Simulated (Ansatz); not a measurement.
**Tetramethyltin (C₄H₁₂Sn): how energies converge with the basis set**

Aim: see how fast density functionals converge with the basis set for tetramethyltin (C₄H₁₂Sn).

Program: Ansatz 0.2.0, Gaussian basis. Level of theory: one geometry, several basis sets. These are calculated values, not measurements.

The runs, in order: PBE0-D4/def2-SVP; ωB97M-V/def2-SVP; PBE0-D4/def2-QZVPP; ωB97M-V/def2-QZVPP; the functionals' def2-TZVPP values are taken from earlier runs.

## (1) Structure used throughout

All runs share one geometry, relaxed beforehand with PBE0-D4 in a triple-zeta def2 set. Sn takes the def2 core potential; no spin-orbit term is included.

SMILES `[CH3][Sn]([CH3])([CH3])[CH3]`, 17 atoms, charge 0, spin multiplicity 1.

Atoms are counted from 1 here; the program's logs count them from 0.

Bond lengths: C1–Sn2 2.147 Å, C1–H6 1.091 Å, C1–H7 1.091 Å, C1–H8 1.091 Å, Sn2–C3 2.147 Å, Sn2–C4 2.147 Å, Sn2–C5 2.147 Å, C3–H9 1.091 Å, C3–H10 1.091 Å, C3–H11 1.091 Å, C4–H12 1.091 Å, C4–H13 1.091 Å, C4–H14 1.091 Å, C5–H15 1.091 Å, C5–H16 1.091 Å, C5–H17 1.091 Å. Angles: Sn2–C1–H6 110.4°, Sn2–C1–H7 110.4°, Sn2–C1–H8 110.4°, H6–C1–H7 108.6°, H6–C1–H8 108.6°, H7–C1–H8 108.6°, C1–Sn2–C3 109.5°, C1–Sn2–C4 109.5°, C1–Sn2–C5 109.5°, C3–Sn2–C4 109.5°, C3–Sn2–C5 109.5°, C4–Sn2–C5 109.5°, Sn2–C3–H9 110.4°, Sn2–C3–H10 110.4°, Sn2–C3–H11 110.4°, H9–C3–H10 108.6°, H9–C3–H11 108.6°, H10–C3–H11 108.6° and more.

As a file:

```xyz
17
charge 0, multiplicity 1
C    -0.4531    0.8467   -1.9186
Sn   -0.0011    0.0000    0.0024
C     2.0831    0.2815    0.4363
C    -0.4510   -2.0997   -0.0172
C    -1.1835    0.9714    1.5089
H    -0.2357    1.9160   -1.9230
H     0.1452    0.3676   -2.6952
H    -1.5085    0.7059   -2.1570
H     2.3284   -0.1416    1.4117
H     2.3285    1.3446    0.4473
H     2.6981   -0.2091   -0.3197
H    -0.2209   -2.5465    0.9513
H     0.1382   -2.6073   -0.7825
H    -1.5090   -2.2595   -0.2307
H    -2.2465    0.8378    1.3021
H    -0.9656    0.5515    2.4921
H    -0.9659    2.0403    1.5318
```

## (2) PBE0-D4 in def2-SVP

File in.yaml:

```yaml
crystal:
  periodic: [false, false, false]
  atoms:
    - {symbol: C, position_ang: [-0.453061, 0.846715, -1.918616]}
    - {symbol: Sn, position_ang: [-0.001111, -0.000038, 0.002351]}
    - {symbol: C, position_ang: [2.083055, 0.281501, 0.436338]}
    - {symbol: C, position_ang: [-0.450954, -2.099710, -0.017171]}
    - {symbol: C, position_ang: [-1.183524, 0.971370, 1.508880]}
    - {symbol: H, position_ang: [-0.235739, 1.915972, -1.923012]}
    - {symbol: H, position_ang: [0.145243, 0.367579, -2.695160]}
    - {symbol: H, position_ang: [-1.508478, 0.705909, -2.157002]}
    - {symbol: H, position_ang: [2.328420, -0.141647, 1.411686]}
    - {symbol: H, position_ang: [2.328544, 1.344596, 0.447345]}
    - {symbol: H, position_ang: [2.698117, -0.209095, -0.319686]}
    - {symbol: H, position_ang: [-0.220854, -2.546491, 0.951332]}
    - {symbol: H, position_ang: [0.138229, -2.607318, -0.782517]}
    - {symbol: H, position_ang: [-1.508996, -2.259456, -0.230690]}
    - {symbol: H, position_ang: [-2.246521, 0.837811, 1.302102]}
    - {symbol: H, position_ang: [-0.965604, 0.551477, 2.492119]}
    - {symbol: H, position_ang: [-0.965866, 2.040323, 1.531802]}
basis:
  gaussian: {orbitals: def2-SVP}
hamiltonian: {xc: pbe0, dispersion: d4}
output: {orbitals: {seedname: orbitals}}
```

Command:

```
$ ansatz run in.yaml --threads 2 --pin off --events-out ev --progress --plain --max-ram 32768MiB --backend cpu
```

After this run come: ωB97M-V in def2-SVP; PBE0-D4 in def2-QZVPP; ωB97M-V in def2-QZVPP.

Q: Predict the results of all the runs planned. Wanted: PBE0-D4: double and triple zeta above quadruple; ωB97M-V: double and triple zeta above quadruple.

The runs gave:

| quantity | value |
| --- | --- |
| PBE0-D4: double and triple zeta above quadruple | 5.55, 0.32 eV |
| ωB97M-V: double and triple zeta above quadruple | 5.92, 0.32 eV |

In words: PBE0-D4 gains 5.23 eV from double to triple zeta, then 0.32 eV more. These are total energies; as a rule much of such shifts cancels in differences, which this series doesn't test. The LUMO of ωB97M-V is positive and keeps falling with the basis (2.77 to 1.31 eV): an unbound level that the basis holds in place.
